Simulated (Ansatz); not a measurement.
# Rh: the cost of one run

Method: DFT LDA, scalar-relativistic, plane waves, PAW, in Ansatz 0.2.0.

**1. The structure to begin with**

It takes space group Fm-3m (No. 225, cubic). The conventional cell has a = 3.754 Å, b = 3.754 Å, c = 3.754 Å, α = 90.00°, β = 90.00°, γ = 90.00°. Rh (site symmetry m-3m) has 12 Rh at 2.65 Å as nearest neighbours.

Structure file:

```
Rh
1.0
     0.00000    1.87704    1.87704
     1.87704    0.00000    1.87704
     1.87704    1.87704    0.00000
Rh
1
Direct
  0.00000 0.00000 0.00000
```

This cell was relaxed beforehand with the same method: volume 13.23 Å³/atom, gap on the mesh none (metal).

**2. What is varied**

The energy is mapped over two homogeneous strains (x along [1 0 0], y along [0 1 0], z along [0 0 1] of the conventional cell).

First coordinate, engineering shear strain xy: 7 values from −30 to 30 %. Second coordinate, equal normal strain along x and y: 7 values from −4.00 %.

Nothing else is relaxed (symmetry fixes all fractional coordinates). Energies count from the relaxed crystal. Points are written as (first, second).

**3. Point (0 %, −4.00 %)**

Contents of input.yaml:

```yaml
crystal:
  lattice:
    - [0.0, 1.8019538512, 1.8770352617]
    - [1.8019538512, 0.0, 1.8770352617]
    - [1.8019538512, 1.8019538512, 0.0]
  atoms:
    - { symbol: Rh, position: [0.0, 0.0, 0.0] }
basis:
  ecutwfc: 420
kpoints:
  mp_grid: { grid: [20, 20, 20] }
hamiltonian:
  xc: lda
  pseudopotentials: { kind: paw, azcp: { folder: soft_1 } }
scf:
  occupations: { method: gaussian, width: 0.15 }
output:
  forces: true
  stress: true
  eigenvalues: true
```

Run with:

```bash
$ ansatz run input.yaml --threads 1 --pin off --max-ram 2048MiB --backend cpu --events-out ev --progress --plain --runs-dir out
```

**Question.** How long does this run take on 1 thread of Arm Neoverse N1, shared host, and how much memory does it need?

About 11 s, with a peak of 0.36 GiB.
